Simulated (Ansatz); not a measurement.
This script makes an equation of state with a fit of LiPb, space group Pm-3m with Ansatz 0.2.0 through its Python package.

Script `lipb_eos.py`:
```python
'''Bulk modulus of LiPb from an E(V) curve.'''

import warnings

import ansatz as az
import numpy as np
from pymatgen.analysis.eos import EOS

vectors0 = np.array([
    [3.522, 0.0, 0.0],
    [0.0, 3.522, 0.0],
    [0.0, 0.0, 3.522],
])
sites = [
    ('Li', [0.5, 0.5, 0.5]),
    ('Pb', [0.0, 0.0, 0.0]),
]


def build(cell):
    crystal = az.Crystal(lattice=az.Lattice.of(cell))
    for symbol, position in sites:
        crystal = crystal.atom(symbol, position)
    return crystal


def main() -> None:
    warnings.simplefilter('ignore', az.DeckWarning)

    # uniform scaling of the cell
    volumes, energies, pressures = [], [], []
    for scale in np.linspace(0.88, 1.12, 7):
        cell = vectors0 * scale ** (1 / 3)
        job = (
            build(cell).calculation()
            .functional(az.Functional.PBESOL)
            .pseudopotentials('paw')
            .occupations('fermi_dirac', width=0.05)
            .basis(500)
            .kpoints(7, 7, 7)
            .stress()
        )
        data = job.run(threads=1, pin='off').report
        volumes.append(abs(np.linalg.det(cell)) / len(sites))
        energies.append(data['free_energy_ev'] / len(sites))
        pressures.append(np.trace(data['stress_gpa']) / 3)
        print(f'V = {volumes[-1]:8.4f} A^3/atom  F = {energies[-1]:.5f} eV/atom  P = {pressures[-1]:8.3f} GPa')

    for form in ['birch_murnaghan']:
        fit = EOS(eos_name=form).fit(volumes, energies)
        print(f'{form:18s} V0 {fit.v0:8.4f} A^3/atom  B0 {fit.b0_GPa:7.1f} GPa  B1 {fit.b1:5.2f}')


if __name__ == '__main__':
    main()
```

Where does the minimum lie against the volume typed, and how stiff is the crystal?

A third-order Birch-Murnaghan fit through the 7 points has its minimum at 21.64 Å³ an atom, 0.9 % below the typed cell, with a bulk modulus of 37 GPa and dB/dP = 4.4. From that minimum the energy rises by 38.8 meV an atom on the compressed side and 34.5 meV on the expanded side.

The run itself:

```console
$ python lipb_eos.py
V =  19.2230 A^3/atom  F = -5979.24449 eV/atom  P =    5.736 GPa
V =  20.0968 A^3/atom  F = -5979.26871 eV/atom  P =    3.243 GPa
V =  20.9705 A^3/atom  F = -5979.28079 eV/atom  P =    1.256 GPa
V =  21.8443 A^3/atom  F = -5979.28312 eV/atom  P =   -0.344 GPa
V =  22.7181 A^3/atom  F = -5979.27760 eV/atom  P =   -1.634 GPa
V =  23.5918 A^3/atom  F = -5979.26575 eV/atom  P =   -2.671 GPa
V =  24.4656 A^3/atom  F = -5979.24884 eV/atom  P =   -3.501 GPa
birch_murnaghan    V0  21.6392 A^3/atom  B0    37.3 GPa  B1  4.38
```

Notes:
- Total energies depend on the potentials; only differences at equal settings carry meaning.
- For a metal this k-point mesh is coarse: on a finer one energies can move by several to tens of meV an atom and pressures by half a GPa or more, differences at one mesh by less.
- Pressure is positive in compression.
- Spin-orbit coupling, which matters for elements this heavy, is left out.
- The structure is a deposited one; some such entries were measured under pressure or heat, so a shift against it needn't be the functional's error alone.
- Cost: about 6 core-seconds.

(Lines on the test bed's own set-up are left out of the output.)
